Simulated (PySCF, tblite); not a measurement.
# C₆H₁₃OP: geometry, infrared bands and NMR shifts

Aim: predict the infrared bands and NMR shifts of C₆H₁₃OP (`C[C@@H]1CCC[P@@]1(C)=O`).

The runs use tblite 0.8.0 and PySCF 2.14.0, with density-fitted response routines of our own; the level of theory stands in each step. All values are computed, except where a source is named. Atoms count from 0, in the outputs and in this text.

### 1 The starting structure

21 atoms, charge 0, multiplicity 1; geometry from: force field or distance geometry start.

Bonds of the start (Å): C0–C1 1.51, C1–C2 1.54, C2–C3 1.53, C3–C4 1.53, C4–P5 1.81, P5–C6 1.78, P5–O7 1.50, P5–C1 1.81, C0–H8 1.10, C0–H9 1.10, C0–H10 1.09, C1–H11 1.08, C2–H12 1.10, C2–H13 1.10, C3–H14 1.10, C3–H15 1.08, C4–H16 1.09, C4–H17 1.10, C6–H18 1.10, C6–H19 1.10, C6–H20 1.10.

### 2 Optimising the geometry with GFN2-xTB

The job: settings as JSON, then the geometry in Å.

```
{"job": {"kind": "relax", "xc": "GFN2-xTB", "basis": "xTB"}, "charge": 0, "multiplicity": 1}
C     -1.098300     1.807000     0.533400
C     -0.729100     0.682000    -0.406600
C     -1.357800    -0.665400     0.006900
C     -0.645400    -1.726400    -0.827000
C      0.855200    -1.485900    -0.637500
P      1.040600     0.307700    -0.514600
C      1.802600     0.611900     1.060500
O      1.736400     0.950200    -1.678400
H     -2.180000     1.992500     0.501400
H     -0.838600     1.585100     1.574700
H     -0.591200     2.728000     0.245600
H     -1.061600     0.928100    -1.409300
H     -1.220200    -0.855000     1.081900
H     -2.439200    -0.664700    -0.197300
H     -0.923700    -2.736000    -0.501500
H     -0.916200    -1.623400    -1.863400
H      1.214800    -1.958600     0.276300
H      1.424900    -1.895500    -1.485400
H      1.250600     0.120300     1.877100
H      2.831800     0.228300     1.079900
H      1.835600     1.686900     1.282900
```

Started as:

```bash
OMP_NUM_THREADS=1 python probes_run.py task.json out
```

One launch serves the whole session: the jobs run in the order shown.

**Question.** This job is followed by: GFN2-xTB harmonic vibrations, gas phase; GIAO PBE0/pcSseg-1 NMR shielding, non-relativistic, gas phase. Predict these results of the whole session: strongest single infrared mode (GFN2-xTB); zero-point energy (GFN2-xTB); 13C shifts against TMS (PBE0/pcSseg-1); 1H shifts against TMS (PBE0/pcSseg-1, means over atoms taken as alike); 31P shifts against H3PO4 (PBE0/pcSseg-1); 17O shifts against H2O (PBE0/pcSseg-1); surface potential, 1st and 99th percentile.

The runs gave:

| quantity | value |
| --- | --- |
| strongest single infrared mode (GFN2-xTB) | 1279 cm⁻¹, 168 km/mol |
| zero-point energy (GFN2-xTB) | 112.9 kcal/mol |
| 13C shifts against TMS (PBE0/pcSseg-1) | 42.0, 37.0, 32.7, 27.2, 17.0, 15.0 ppm |
| 1H shifts against TMS (PBE0/pcSseg-1, means over atoms taken as alike) | 1.94, 1.91, 1.81, 1.79, 1.69, 1.26, 1.20, 1.18, 0.74 ppm |
| 31P shifts against H3PO4 (PBE0/pcSseg-1) | 38.7 ppm |
| 17O shifts against H2O (PBE0/pcSseg-1) | 114.0 ppm |
| surface potential, 1st and 99th percentile | -2.43 V and 1.09 V |

In words: Over 33 steps the energy fell by 0.153 eV; of the close pairs, P5–C6 changed most, 1.776 to 1.835 Å. No mode is imaginary among the 57: a minimum at this level. Unscaled tight-binding wavenumbers are off by several per cent, some by more. Its intensities can rank the bands wrongly. At PBE0/pcSseg-1: The largest span, 241 ppm, is at P5, where the paramagnetic term is -685 ppm.
